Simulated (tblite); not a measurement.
# C4H6GeN2O2: the cost of one run

The runs use tblite 0.8.0 and PySCF 2.14.0, with density-fitted response routines of our own; the level of theory stands in each step. All values are computed, except where a source is named. Atoms are numbered from 0 throughout.

## Step 1: The molecule as given

15 atoms, charge 0, multiplicity 1; geometry from: force field or distance geometry start.

Bonds of the start (Å): C0–O1 1.39, O1–Ge2 1.79, Ge2–C3 1.92, C3–N4 1.17, Ge2–O5 1.76, O5–C6 1.38, C6–C7 1.48, C7–N8 1.17, C0–H9 1.11, C0–H10 1.12, C0–H11 1.13, Ge2–H12 1.54, C6–H13 1.09, C6–H14 1.13.

## Step 2: Optimising the geometry with GFN2-xTB

What the job is given:

```
{"job": {"kind": "relax", "xc": "GFN2-xTB", "basis": "xTB"}, "charge": 0, "multiplicity": 1}
C     -2.524500    -0.358200     0.222200
O     -1.203400    -0.362700     0.655600
Ge    -0.194200     0.476200    -0.557900
C     -0.714300     2.318800    -0.491200
N     -1.021600     3.442800    -0.443900
O      1.534700     0.436600    -0.205100
C      2.004900    -0.767400     0.269200
C      3.462300    -0.692800     0.541700
N      4.613300    -0.624300     0.756400
H     -2.599900     0.156200    -0.757700
H     -3.206900     0.118600     0.972000
H     -2.881100    -1.415800     0.059200
H     -0.574400    -0.157300    -1.910200
H      1.837800    -1.632500    -0.380400
H      1.462800    -0.930400     1.248300
```

Command:

```console
$ OMP_NUM_THREADS=1 python probes_run.py task.json out
```

This one command runs all jobs of the session in turn.

**Question.** How long does this first job take on 1 thread of Arm Neoverse V1, shared host?

About 1.7 s.
